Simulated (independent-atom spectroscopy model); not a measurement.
# Angle-resolved XPS of Be on GaAs

Aim: the ratio of the Be 1s peak of the film to the Ga 2p3/2 peak of the substrate as the sample is tilted.

Program: independent-atom spectroscopy model, version 2. Model: angle-resolved photoelectron peak ratio of a uniform film on a substrate: exponential attenuation with lengths from TPP-2M (nominal gaps) and the elastic albedo, Dirac-Hartree-Slater cross sections, magic-angle geometry. All values are calculated.

## (1) Film and substrate

2.6 nm of Be (1.63 g/cm³) on GaAs (5.32 g/cm³).

## (2) The run

Given to the script:

```json
{
  "film": "Be",
  "film_density": 1.63,
  "base": "GaAs",
  "base_density": 5.32,
  "photon_energy": 1486.7,
  "film_peak": "Be 1s",
  "base_peak": "Ga 2p3/2",
  "thickness": 2.6,
  "emission_angle": [0, 10, 20, 30, 40, 45, 50, 55]
}
```

Units: film_density in g/cm³, base_density in g/cm³, photon_energy in eV, thickness in nm, emission_angle in degrees.

Q: Predict the outcome of this session. Wanted: ratio at normal emission; ratio at 55°.

As calculated:

```
                                            quantity    value
                            ratio at normal emission     1.06
                                        ratio at 55°     8.54
attenuation length of the substrate peak in the film  1.08 nm
                          thickness over that length     2.40
```

The film is 2.4 attenuation lengths thick, so 9.1 % of the substrate's signal gets out at 0°. Tilting to 55° lengthens the path by 1/cos θ and raises the ratio 8.1-fold. Islands, roughness and grazing exit, where elastic scattering matters more, are outside the model.
